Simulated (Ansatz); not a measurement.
Task: a rigid scan of one bond length of CH₂AlBO, SMILES O=[C]1[BH][AlH]1, with the Python package of Ansatz (0.2.0). Give the script and its output. Use (for the species named): r2SCAN, 6-31G* basis, multiplicity 1, D3BJ dispersion.

```yaml
atoms:
  - { symbol: O, position_ang: [-0.0111, -2.0585, 1.0237] }
  - { symbol: C, position_ang: [0.0188, -0.9358, 0.4522] }
  - { symbol: B, position_ang: [0.9450, 0.1918, -0.3371] }
  - { symbol: Al, position_ang: [-0.8001, 0.6514, -0.1356] }
  - { symbol: H, position_ang: [2.0470, 0.4969, -0.7377] }
  - { symbol: H, position_ang: [-2.1576, 1.5903, -0.3117] }
```

`run_scan.py`:
```python
"""Stretching a bond of CH2AlBO, the rest held rigid."""

import ansatz
import numpy as np


def main() -> None:
    geometry_ang = [
        ("O", [-0.0111, -2.0585, 1.0237]),
        ("C", [0.0188, -0.9358, 0.4522]),
        ("B", [0.945, 0.1918, -0.3371]),
        ("Al", [-0.8001, 0.6514, -0.1356]),
        ("H", [2.047, 0.4969, -0.7377]),
        ("H", [-2.1576, 1.5903, -0.3117]),
    ]
    mol = ansatz.Crystal.molecule()
    for symbol, xyz in geometry_ang:
        mol = mol.atom(symbol, xyz)

    symbols = [site.symbol for site in mol.cartesian_sites]
    start = np.array([site.position_ang for site in mol.cartesian_sites])
    axis = (start[5] - start[3]) / np.linalg.norm(start[5] - start[3])
    moving = [5]
    lengths, energies = [1.461, 1.527, 1.594, 1.66, 1.726, 1.793, 1.859, 1.959], []
    for length in lengths:
        xyz = start.copy()
        xyz[moving] += (length - np.linalg.norm(start[5] - start[3])) * axis
        point = ansatz.Crystal.molecule()
        for symbol, xyz in zip(symbols, xyz):
            point = point.atom(symbol, xyz.tolist())
        calc = (
            point.calculation()
            .basis(gaussian="6-31G*")
            .functional("r2scan", dispersion="d3bj")
        )
        report = calc.run(threads=1).report
        energies.append(report["free_energy_ev"])
        print(f"r = {length:6.3f} A  E = {energies[-1]:.5f} eV  <S^2> = {abs(report['mean_field']['state']['spin_squared']):.3f}")

    # quartic fit about the minimum
    fit = np.polynomial.Polynomial.fit(lengths, np.array(energies) - min(energies), 4).convert()
    roots = [r.real for r in fit.deriv().roots() if abs(r.imag) < 1e-9 and fit.deriv(2)(r.real) > 0]
    r_e = min(roots, key=lambda r: abs(r - lengths[int(np.argmin(energies))]))
    print(f"minimum of the fit at {r_e:.4f} A, force constant {fit.deriv(2)(r_e):.2f} eV/A^2")


if __name__ == "__main__":
    main()
```

```console
$ python run_scan.py
DeckWarning: the engine holds no damping parameters fitted to this dispersion correction and functional, so the run takes those fitted to r2scan beside the three-body term, which d3bj leaves out (hamiltonian.dispersion, under Limitations)
r =  1.461 A  E = -10381.34316 eV  <S^2> = 0.000
r =  1.527 A  E = -10381.45186 eV  <S^2> = 0.000
r =  1.594 A  E = -10381.48595 eV  <S^2> = 0.000
r =  1.660 A  E = -10381.46211 eV  <S^2> = 0.000
r =  1.726 A  E = -10381.39524 eV  <S^2> = 0.000
r =  1.793 A  E = -10381.29476 eV  <S^2> = 0.000
r =  1.859 A  E = -10381.17273 eV  <S^2> = 0.000
r =  1.959 A  E = -10380.95997 eV  <S^2> = 0.000
minimum of the fit at 1.5966 A, force constant 12.97 eV/A^2
```
(Warnings from the package without file and line.)

Caveats:
- Total energies depend on the basis set; only differences at equal settings carry meaning.
- The rest of the molecule is held rigid at a force-field or estimated start geometry, and the basis set is modest; single-reference methods fail as a bond breaks.
- The orbitals are restricted, so S² is zero by construction.
- A dispersion term here runs with damping parameters fitted for another variant or functional.
- Wall time of the script: 37 s on 1 thread of Arm Neoverse V2 (shared host), peak memory 0.19 GiB.

(Lines on the test bed's own set-up are left out of the output.)
